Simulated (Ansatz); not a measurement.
# CH7NOSi: small, medium and large basis sets

Aim: see how fast density functionals and correlated methods converge with the basis set for CH7NOSi.

Method: one geometry, several basis sets; program: Ansatz 0.2.0, Gaussian basis.

Levels to be run: PBE0-D4/def2-SVP; ωB97M-V/def2-SVP; PBE0-D4/def2-QZVPP; ωB97M-V/def2-QZVPP; CCSD(T)/cc-pV(D+d)Z; CCSD(T)/cc-pV(T+d)Z; CCSD(T)/cc-pV(Q+d)Z; the functionals' def2-TZVPP values are taken from earlier runs.

## Step 1: The geometry

An earlier PBE0-D4/def2-TZVP relaxation fixed the geometry.

11 atoms, charge 0, spin multiplicity 1.

Atoms are counted from 1 here; the program's logs count them from 0.

Bond lengths: C1–Si2 1.862 Å, C1–H5 1.092 Å, C1–H6 1.094 Å, C1–H7 1.093 Å, Si2–N3 1.716 Å, Si2–O4 1.649 Å, Si2–H8 1.487 Å, N3–H9 1.007 Å, N3–H10 1.006 Å, O4–H11 0.959 Å. Angles: Si2–C1–H5 110.2°, Si2–C1–H6 111.2°, Si2–C1–H7 111.4°, H5–C1–H6 107.7°, H5–C1–H7 108.0°, H6–C1–H7 108.1°, C1–Si2–N3 106.8°, C1–Si2–O4 113.3°, C1–Si2–H8 110.5°, N3–Si2–O4 109.8°, N3–Si2–H8 114.3°, O4–Si2–H8 102.2°, Si2–N3–H9 121.6°, Si2–N3–H10 120.4°, H9–N3–H10 111.3°, Si2–O4–H11 115.6°.

## Step 2: PBE0-D4 in def2-SVP

Contents of in.yaml:

```yaml
crystal:
  periodic: [false, false, false]
  atoms:
    - {symbol: C, position_ang: [-1.129357, 0.882075, 0.235123]}
    - {symbol: Si, position_ang: [-0.008304, -0.600087, 0.125299]}
    - {symbol: N, position_ang: [1.601708, -0.007406, 0.165712]}
    - {symbol: O, position_ang: [-0.240466, -1.494569, -1.240768]}
    - {symbol: H, position_ang: [-2.172922, 0.574634, 0.135633]}
    - {symbol: H, position_ang: [-1.021884, 1.388960, 1.198161]}
    - {symbol: H, position_ang: [-0.913668, 1.605538, -0.555943]}
    - {symbol: H, position_ang: [-0.328770, -1.576934, 1.198985]}
    - {symbol: H, position_ang: [2.389796, -0.626447, 0.263007]}
    - {symbol: H, position_ang: [1.800778, 0.901782, 0.548262]}
    - {symbol: H, position_ang: [0.088389, -1.104547, -2.052771]}
basis:
  gaussian: {orbitals: def2-SVP}
hamiltonian: {xc: pbe0, dispersion: d4}
output: {orbitals: {seedname: orbitals}}
```

Launch:

```sh
> ansatz run in.yaml --threads 2 --pin off --events-out ev --progress --plain --max-ram 32768MiB --backend cpu
```

Further steps of the session: ωB97M-V in def2-SVP; PBE0-D4 in def2-QZVPP; ωB97M-V in def2-QZVPP; CCSD(T) in cc-pV(D+d)Z; CCSD(T) in cc-pV(T+d)Z; CCSD(T) in cc-pV(Q+d)Z.

**Question.** What will the summary of the whole plan be? Wanted: MP2 correlation recovered, cc-pV(D+d)Z; MP2 correlation recovered, cc-pV(T+d)Z; MP2 correlation recovered, cc-pV(Q+d)Z; difference of two CCSD(T) limits: def2 sets; PBE0-D4: double and triple zeta above quadruple; ωB97M-V: double and triple zeta above quadruple.

As calculated:

```
                                                                   quantity          value
                                     MP2 correlation recovered, cc-pV(D+d)Z         70.6 %
                                     MP2 correlation recovered, cc-pV(T+d)Z         88.9 %
                                     MP2 correlation recovered, cc-pV(Q+d)Z         95.4 %
difference of two CCSD(T) limits: def2 sets (earlier runs) less this series        -20 meV
                            PBE0-D4: double and triple zeta above quadruple  9.32, 0.57 eV
                            ωB97M-V: double and triple zeta above quadruple  9.53, 0.54 eV
```

**Reading.** PBE0-D4 gains 8.75 eV from double to triple zeta, then 0.57 eV more. Correlation climbs from 71 % (cc-pV(D+d)Z) to 95 % (cc-pV(Q+d)Z) of the limit; Hartree-Fock is 0.147 eV from its own by then. A limit from the def2 sets, made apart, differs by 20 meV, a least measure of the doubt on such a limit. These are total energies; as a rule much of such shifts cancels in differences, which this series doesn't test. The LUMO of ωB97M-V is positive and keeps falling with the basis (3.21 to 1.56 eV): an unbound level that the basis holds in place.
